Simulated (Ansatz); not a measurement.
Ba, space group Fm-3m: relaxations under a series of pressures, run with Ansatz 0.2.0, Python API.

`compress_ba.py`
```python
"""Cell of Ba under pressure."""

import warnings

import ansatz as az
import numpy as np
import pandas as pd

params = {
    "tolerance": 1e-09,
    "functional": "r2SCAN",
    "sigma": 0.1,
}

def edges_and_angles(cell):
    cell = np.asarray(cell)
    a, b, c = np.linalg.norm(cell, axis=1)
    cosines = cell[1] @ cell[2] / (b * c), cell[0] @ cell[2] / (a * c), cell[0] @ cell[1] / (a * b)
    return (a, b, c, *np.degrees(np.arccos(cosines)))


def main() -> None:
    warnings.simplefilter("ignore", az.DeckWarning)

    xtal = (
        az.Lattice.from_parameters(4.571679, 4.571679, 4.571679, alpha=60.0, beta=60.0, gamma=60.0)
        .atom("Ba", [0.0, 0.0, 0.0])
    )

    base = (
        xtal.calculation()
        .scf(tolerance=params["tolerance"])
        .functional(params["functional"])
        .occupations(az.OccupationsMethod.METHFESSEL_PAXTON, width=params["sigma"])
        .basis(56 * az.Ry)
        .kpoints(6, shift=0.5)
    )

    # H = F + PV, with 1 GPa A^3 = 1/160.21766 eV
    rows = []
    for pressure in [0, 5, 10, 20]:
        done = base.relax(cell=True, pressure=pressure, force_tolerance=0.001).run(threads=1, backend="cpu")
        cell = done.lattice.cell_ang
        n_atoms = len(done.lattice.sites)
        volume = abs(np.linalg.det(cell)) / n_atoms
        enthalpy = done.report["free_energy_ev"] / n_atoms + pressure * volume / 160.21766
        rows.append((pressure, volume, enthalpy, *edges_and_angles(cell)))
        print(f"{pressure} GPa done: {volume:.4f} A^3/atom")

    table = pd.DataFrame(rows, columns=["P_GPa", "V_A3_atom", "H_eV_atom", "a", "b", "c", "alpha", "beta", "gamma"])
    print(table.round(4).to_string(index=False))
    p, v = np.array([row[0] for row in rows], float), np.array([row[1] for row in rows])
    print("mean bulk modulus between rows (GPa):", np.round(-np.diff(p) / np.diff(np.log(v)), 1))


if __name__ == "__main__":
    main()
```

How far does the cell shrink over this series of pressures, and what bulk modulus does the first step imply?

The volume falls from 66.49 Å³ an atom at 0 GPa to 26.11 at 20 GPa, by 60.7 %. Between 0 and 5 GPa, -V dP/dV is about 11 GPa, a mean over that step.

The run itself:

```console
$ python compress_ba.py
0 GPa done: 66.4877 A^3/atom
5 GPa done: 42.6044 A^3/atom
10 GPa done: 34.6024 A^3/atom
20 GPa done: 26.1096 A^3/atom
 P_GPa  V_A3_atom  H_eV_atom      a      b      c   alpha    beta   gamma
     0    66.4877 -5964.4256 4.5757 4.5757 4.5757 59.1873 59.1873 59.1873
     5    42.6044 -5962.7662 3.9044 3.9044 3.9044 60.5452 60.5452 60.5452
    10    34.6024 -5961.5719 3.6642 3.6642 3.6642 59.7642 59.7642 59.7642
    20    26.1096 -5959.7768 3.3116 3.3116 3.3116 60.7417 60.7417 60.7417
mean bulk modulus between rows (GPa): [11.2 24.  35.5]
```

Caveats:
- The settings weren't tested for convergence.
- At a fixed pressure a relaxation lowers the enthalpy F + PV, while F alone can rise.
- For a metal this k-point mesh is coarse: on a finer one energies can move by several to tens of meV an atom and pressures by half a GPa or more, differences at one mesh by less.
- The program warned that this SCF threshold is loose for forces or stresses.
- The mesh has less symmetry than the crystal, which the program warned of.
- Edges and angles are those of the cell as typed, here a primitive one, not of the conventional cell.
- The cell relaxed to the group R-3m; tensors and edges are in the axes of the typed cell.
- This isn't the structure that Ba takes at ambient conditions.
- Symmetry holds the cell in this phase, whether or not it is the stable one at each pressure.
- The script silences the warnings on its input, which a real study should read.
- The whole script took 3.8 min on 1 thread of Arm Neoverse V1, on a shared host, peak memory 0.89 GiB.

(Lines on the test bed's own set-up are left out of the output.)
